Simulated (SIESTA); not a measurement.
Runs of SIESTA 5.4.2 on FePt. The cell holds a slab with vacuum, 6 atoms: a = 2.722 Å, b = 2.722 Å, c = 24.250 Å, α = 90.00°, β = 90.00°, γ = 90.00°. 

```csv
level,potentials or basis,gap on the mesh (eV),moment (μB),largest force (eV/Å)
PW91,"PseudoDojo 0.4 standard (PBE files), DZP (energy shift 0.003 Ry; two zetas on semicore shells)",none,10.17,(b)
BLYP,"PseudoDojo 0.4 standard (PBE files), DZP (energy shift 0.003 Ry; two zetas on semicore shells)",none,10.03,0.50
revPBE,"PseudoDojo 0.4 standard (PBE files), DZP (energy shift 0.003 Ry; two zetas on semicore shells)",none,10.16,0.48
RPBE,"PseudoDojo 0.4 standard (PBE files), DZP (energy shift 0.003 Ry; two zetas on semicore shells)",none,10.16,0.48
WC,"PseudoDojo 0.4 standard (PBEsol files), DZP (energy shift 0.003 Ry; two zetas on semicore shells)",none,10.14,(a)
```

Alike in all rows: task single point; spin collinear, ferromagnetic start; cell as given; k mesh 7 × 7 × 1; smearing fermi-dirac 0.05 eV; grid cutoff 800 Ry; energy shift 0.003 Ry.

Task: Fill in the values left out.

Result: (a) 0.51; (b) 0.49.

Caveats: the potentials were made for another functional, which shifts forces and pressure; the basis of atomic orbitals isn't converged, which shifts pressures, moduli and gaps.

A k mesh can miss the band edges, and the runs leave out spin-orbit coupling on Pt.

A gap of «none» marks a metal or a gap under the smearing width.

Runs at the PBE level aren't shown here.
